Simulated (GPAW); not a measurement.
Runs of GPAW 26.7.0 on Mg3ZnC. It takes space group Pm-3m (No. 221, cubic). The conventional cell has a = 4.407 Å, b = 4.407 Å, c = 4.407 Å, α = 90.00°, β = 90.00°, γ = 90.00°. Zn (site symmetry m-3m) has 12 Mg at 3.12 Å as nearest neighbours. Mg (site symmetry 4/mmm) has 2 C at 2.20 Å as nearest neighbours. C (site symmetry m-3m) is surrounded by 6 Mg at 2.20 Å. The cell comes from a database or a generator and needn't be the stable form of this composition.

| level | smearing | gap on the mesh (eV) | pressure (GPa) |
| --- | --- | --- | --- |
| r2SCAN+D4 | improved-tetrahedron-method | none | (a) |
| PBE | gaussian 0.02 eV | none | -0.3 |
| PBE | fermi-dirac 0.05 eV | none | -0.3 |
| PBE+D3(BJ) | fermi-dirac 0.05 eV | none | -3.0 |

Alike in all rows: task single point; potentials or basis GPAW PAW data sets (gpaw-data 1.2.1), pw; no spin polarisation; cell as given; k mesh 6 × 6 × 6; cutoff (eV) 800.

Problem. Estimate the missing entries.

Solution. (a) -1.9.

Caveats: pairwise dispersion overbinds metals, which lowers pressure and volume (some runs); the PAW data sets were made with another functional, which shifts forces and pressure a little (some runs).

A k mesh can miss the band edges.

A gap of «none» marks a metal or a gap under the smearing width.

Not every run made on this cell is shown here.
